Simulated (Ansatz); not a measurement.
# C₂H₇NSn: how energies converge with the basis set

The task here is to estimate one member of a computed series from the others.

Computed with Ansatz 0.2.0, Gaussian basis. Level: one geometry, several basis sets.

Levels to be run: PBE0-D4/def2-SVP; ωB97M-V/def2-SVP; PBE0-D4/def2-QZVPP; ωB97M-V/def2-QZVPP; the functionals' def2-TZVPP values are taken from earlier runs.

1 further run of the same task is left out (for a known fault of the program).

### The relaxed structure

All runs share one geometry, relaxed beforehand with PBE0-D4 in a triple-zeta def2 set. Sn takes the def2 core potential; no spin-orbit term is included.

SMILES `C[CH2][Sn][NH2]`, 11 atoms, charge 0, spin multiplicity 1.

Atoms are counted from 1 here; the program's logs count them from 0.

Bond lengths: C1–C2 1.526 Å, C1–H5 1.094 Å, C1–H6 1.095 Å, C1–H7 1.095 Å, C2–Sn3 2.205 Å, C2–H8 1.095 Å, C2–H9 1.094 Å, Sn3–N4 2.015 Å, N4–H10 1.009 Å, N4–H11 1.008 Å. Angles: C2–C1–H5 111.7°, C2–C1–H6 112.2°, C2–C1–H7 111.9°, H5–C1–H6 107.2°, H5–C1–H7 106.9°, H6–C1–H7 106.7°, C1–C2–Sn3 111.6°, C1–C2–H8 110.7°, C1–C2–H9 110.5°, Sn3–C2–H8 107.9°, Sn3–C2–H9 109.0°, H8–C2–H9 107.0°, C2–Sn3–N4 92.6°, Sn3–N4–H10 124.9°, Sn3–N4–H11 123.9°, H10–N4–H11 111.3°.

The first run:

File in.yaml:

```yaml
crystal:
  periodic: [false, false, false]
  atoms:
    - {symbol: C, position_ang: [-0.949416, 1.034816, 0.391073]}
    - {symbol: C, position_ang: [-0.269621, -0.182384, 1.011083]}
    - {symbol: Sn, position_ang: [1.850796, -0.314654, 0.421223]}
    - {symbol: N, position_ang: [1.391089, -1.015798, -1.411329]}
    - {symbol: H, position_ang: [-0.918471, 1.002152, -0.701950]}
    - {symbol: H, position_ang: [-2.002316, 1.113520, 0.682408]}
    - {symbol: H, position_ang: [-0.468316, 1.970425, 0.695309]}
    - {symbol: H, position_ang: [-0.765144, -1.106583, 0.694831]}
    - {symbol: H, position_ang: [-0.333075, -0.142762, 2.102466]}
    - {symbol: H, position_ang: [0.455415, -1.206906, -1.738265]}
    - {symbol: H, position_ang: [2.074558, -1.208826, -2.126251]}
basis:
  gaussian: {orbitals: def2-SVP}
hamiltonian: {xc: pbe0, dispersion: d4}
output: {orbitals: {seedname: orbitals}}
```

The run is started by

```bash
ansatz run in.yaml --threads 4 --pin off --events-out ev --progress --plain --max-ram 10444MiB
```

Steps of the session up to this table: PBE0-D4 in def2-SVP; ωB97M-V in def2-SVP; PBE0-D4 in def2-QZVPP; ωB97M-V in def2-QZVPP.

One table of the session follows, with a row left open; its other results are not shown here.

It belongs to the step «Functionals by basis». 

| functional | basis | HOMO (eV) | LUMO (eV) |
| --- | --- | --- | --- |
| PBE0-D4 | def2-SVP | -5.86 | -1.53 |
| PBE0-D4 | def2-TZVPP | -5.94 | -1.69 |
| PBE0-D4 | def2-QZVPP | -5.97 | -1.73 |
| ωB97M-V | def2-SVP | -7.91 | 0.27 |
| ωB97M-V | def2-TZVPP | -8.01 | 0.00 |
| ωB97M-V | def2-QZVPP | ? | ? |

Q: Estimate the row for ωB97M-V, def2-QZVPP from the others.

As computed: HOMO (eV): -8.04; LUMO (eV): -0.08. In the column «HOMO (eV)» it is the lowest.
